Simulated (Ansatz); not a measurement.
# C₃H₇BCl₂O: one species, many methods

The task here is to estimate one member of a computed series from the others.

Program: Ansatz 0.2.0, Gaussian basis. Level of theory: functionals in def2-TZVPP, the program's frozen cores in correlated methods. These are calculated values, not measurements.

Plan: LDA (SPW92), PBE-D4, revPBE-D4, BLYP-D4, r2SCAN-D4, B97M-V, PBE0-D4, B3LYP-D4, r2SCANh-D4, r2SCAN0-D4, HSE06-D4, BHLYP-D4, CAM-B3LYP-D4, LC-ωPBE, ωB97X-V, ωB97M-V, B2PLYP, PBE-QIDH; CCSD(T)/def2-SVP; MP2/def2-TZVPP; MP2/def2-QZVPP; RPA on PBE.

**The geometry**

The geometry comes from an earlier relaxation with PBE0-D4 in a triple-zeta def2 set; it is a stationary point, not always the lowest conformer.

SMILES `CC(C)OB(Cl)Cl`, 14 atoms, charge 0, spin multiplicity 1.

Atoms are counted from 1 here; the program's logs count them from 0.

Bond lengths: C1–C2 1.512 Å, C1–H8 1.092 Å, C1–H9 1.092 Å, C1–H10 1.092 Å, C2–C3 1.510 Å, C2–O4 1.438 Å, C2–H11 1.094 Å, C3–H12 1.092 Å, C3–H13 1.092 Å, C3–H14 1.091 Å, O4–B5 1.329 Å, B5–Cl6 1.765 Å, B5–Cl7 1.754 Å. Angles: C2–C1–H8 110.1°, C2–C1–H9 110.3°, C2–C1–H10 110.9°, H8–C1–H9 108.5°, H8–C1–H10 108.2°, H9–C1–H10 108.7°, C1–C2–C3 113.2°, C1–C2–O4 108.7°, C1–C2–H11 109.6°, C3–C2–O4 107.1°, C3–C2–H11 109.9°, O4–C2–H11 108.1°, C2–C3–H12 110.0°, C2–C3–H13 110.5°, C2–C3–H14 110.8°, H12–C3–H13 108.5°, H12–C3–H14 108.4°, H13–C3–H14 108.5° and more.

Set-up of the first run:

in.yaml

```yaml
crystal:
  periodic: [false, false, false]
  atoms:
    - {symbol: C, position_ang: [-0.116225, 0.172459, 1.472901]}
    - {symbol: C, position_ang: [-0.056578, -0.354847, 0.057349]}
    - {symbol: C, position_ang: [1.089490, -1.310495, -0.173670]}
    - {symbol: O, position_ang: [0.129127, 0.752610, -0.840496]}
    - {symbol: B, position_ang: [-0.842715, 1.444383, -1.425451]}
    - {symbol: Cl, position_ang: [-2.555713, 1.078959, -1.205634]}
    - {symbol: Cl, position_ang: [-0.400337, 2.783104, -2.469274]}
    - {symbol: H, position_ang: [-0.239477, -0.653644, 2.176258]}
    - {symbol: H, position_ang: [0.806031, 0.703287, 1.719559]}
    - {symbol: H, position_ang: [-0.958189, 0.855703, 1.598413]}
    - {symbol: H, position_ang: [-1.003698, -0.841868, -0.193752]}
    - {symbol: H, position_ang: [0.983733, -2.184119, 0.472632]}
    - {symbol: H, position_ang: [2.042203, -0.825925, 0.050690]}
    - {symbol: H, position_ang: [1.109449, -1.648708, -1.210825]}
basis:
  gaussian: {orbitals: def2-TZVPP}
hamiltonian: {xc: lda}
output: {orbitals: {seedname: orbitals}}
```

On the command line:

```bash
> ansatz run in.yaml --threads 4 --pin off --events-out ev --progress --plain --max-ram 11315MiB
```

Steps of the session up to this table: LDA; PBE-D4 (GGA); revPBE-D4 (GGA); BLYP-D4 (GGA); r2SCAN-D4 (meta-GGA); B97M-V (meta-GGA); B3LYP-D4 (hybrid); r2SCANh-D4 (hybrid); r2SCAN0-D4 (hybrid); HSE06-D4 (hybrid); BHLYP-D4 (hybrid); CAM-B3LYP-D4 (range-separated); LC-ωPBE (range-separated); ωB97X-V (range-separated); ωB97M-V (range-separated); B2PLYP (double hybrid); PBE-QIDH (double hybrid).

One table of the session follows, with a row left open; its other results are not shown here.

It belongs to the step «Orbital energies across the functionals». 

```
  functional  HOMO (eV)  gap (eV)
 LDA (SPW92)      -7.50      6.09
      PBE-D4      -7.36      6.23
   revPBE-D4      -7.30      6.29
     BLYP-D4      -7.18      6.23
   r2SCAN-D4          ?         ?
      B97M-V      -7.83      7.16
     PBE0-D4      -8.80      8.67
    B3LYP-D4      -8.51      8.17
  r2SCANh-D4      -8.24      7.79
  r2SCAN0-D4      -9.03      9.10
    HSE06-D4      -8.39      7.87
    BHLYP-D4     -10.08     11.08
CAM-B3LYP-D4     -10.18     11.22
     LC-ωPBE     -11.62     13.84
     ωB97X-V     -11.24     13.38
     ωB97M-V     -11.07     13.03
```

Q: Estimate the row for r2SCAN-D4 from the others.

Worked estimate for «HOMO (eV)». Against the share of exact exchange, r2SCANh-D4 (0.1, -8.24), r2SCAN0-D4 (0.25, -9.03) give a slope of -5.27 per unit share; at 0 the line stands at -7.71.

The run gave: HOMO (eV): -7.72; gap (eV): 6.92. In «HOMO (eV)» the line misses by +0.01.
